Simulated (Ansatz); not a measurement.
# HfCl3: the cost of one run

Computed with Ansatz 0.2.0 (DFT PBE, scalar-relativistic, plane waves, PAW, unless a step's input says otherwise).

## Step 1: The starting structure

Bond lengths: Hf1–Cl2 2.267 Å, Hf1–Cl3 2.332 Å, Hf1–Cl4 2.304 Å. Angles: Cl2–Hf1–Cl3 108.3°, Cl2–Hf1–Cl4 111.2°, Cl3–Hf1–Cl4 107.9°.

Coordinates:

```xyz
4

Hf    7.5223    7.7330    7.4146
Cl    9.6578    7.7625    8.1761
Cl    6.4299    9.6262    8.2285
Cl    6.3900    5.8783    8.1809
```

## Step 2: Relaxation

File input.yaml:

```yaml
crystal:
  lattice:
    - [15.0, 0.0, 0.0]
    - [0.0, 15.5, 0.0]
    - [0.0, 0.0, 16.0]
  atoms:
    - { symbol: Hf, position: [0.5014835211, 0.4989027168, 0.4634131516], spin: 1.0 }
    - { symbol: Cl, position: [0.6438526896, 0.5008087349, 0.5110031262] }
    - { symbol: Cl, position: [0.4286613494, 0.621042045, 0.5142788485] }
    - { symbol: Cl, position: [0.4260024399, 0.3792465032, 0.5113048737] }
  symmetry: { detect: false }
basis:
  ecutwfc: 420
kpoints:
  mp_grid: { grid: [1, 1, 1] }
hamiltonian:
  xc: pbe
scf:
  occupations: { method: gaussian, width: 0.005 }
output:
  forces: true
  eigenvalues: true
  populations: true
magnetization:
  spin_polarized: true
relax:
  adjacent_minimum: "off"
  f_tol: 0.01
  max_steps: 80
```

Q: Estimate wall time and peak memory on 1 thread of an x86-64 CPU, shared host.

About 79 s, with a peak of 2.3 GiB.
